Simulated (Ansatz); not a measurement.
# F4H3OTa: the cost of one run

Method: RKS B3LYP-D4/def2-SVP, in Ansatz 0.2.0.

## Step 1: The structure to begin with

Bond lengths: Ta1–O2 2.370 Å, O2–H3 1.010 Å, Ta1–F4 1.930 Å, Ta1–F5 1.930 Å, Ta1–F6 1.930 Å, Ta1–F7 1.930 Å, Ta1–H8 2.100 Å, Ta1–H9 2.250 Å. Angles (14 of 22 angles, heavy atoms first): O2–Ta1–F4 90.0°, O2–Ta1–F5 90.0°, O2–Ta1–F6 120.0°, O2–Ta1–F7 120.0°, F4–Ta1–F5 180.0°, F4–Ta1–F6 90.0°, F4–Ta1–F7 90.0°, F5–Ta1–F6 90.0°, F5–Ta1–F7 90.0°, F6–Ta1–F7 120.0°, Ta1–O2–H3 109.5°, O2–Ta1–H8 71.6°, O2–Ta1–H9 42.0°, F4–Ta1–H8 59.6°.

Coordinates:

```xyz
9

Ta    0.0000    0.0000    0.0000
O     2.3700    0.0000    0.0000
H     2.7071   -0.5308    0.7903
F     0.0000    0.0000    1.9300
F     0.0000    0.0000   -1.9300
F    -0.9650    1.6714    0.0000
F    -0.9650   -1.6714    0.0000
H     0.6622   -1.6867    1.0613
H     1.6714   -1.2751    0.8023
```

## Step 2: Pulling towards end A

Springs on the bonds that form and break draw the guess towards this end; the thresholds are loose.

input.yaml

```yaml
crystal:
  periodic: [false, false, false]
  atoms:
    - { symbol: Ta, position_ang: [0.0, 0.0, 0.0] }
    - { symbol: O, position_ang: [2.37, 0.0, 0.0] }
    - { symbol: H, position_ang: [2.7071, -0.5308, 0.7903] }
    - { symbol: F, position_ang: [0.0, 0.0, 1.93] }
    - { symbol: F, position_ang: [0.0, 0.0, -1.93] }
    - { symbol: F, position_ang: [-0.965, 1.6714, 0.0] }
    - { symbol: F, position_ang: [-0.965, -1.6714, 0.0] }
    - { symbol: H, position_ang: [0.6622, -1.6867, 1.0613] }
    - { symbol: H, position_ang: [1.6714, -1.2751, 0.8023] }
basis:
  gaussian: { orbitals: def2-SVP }
hamiltonian:
  xc: b3lyp
  dispersion: d4
relax:
  f_tol: 0.15
  max_steps: 25
  restrain:
    - { distance: [0, 7], at: 3.0, k: 30.0 }
    - { distance: [8, 1], at: 2.21, k: 30.0 }
    - { distance: [0, 1], at: 2.02, k: 30.0 }
    - { distance: [8, 7], at: 0.66, k: 30.0 }
```

Launch:

```bash
$ ansatz run input.yaml --threads 4 --pin off --max-ram 5120MiB --backend cpu --events-out ev --progress --plain --runs-dir out
```

Q: Estimate wall time and peak memory on 4 threads of Arm Neoverse V1, shared host.

About 33 s, with a peak of 0.29 GiB.
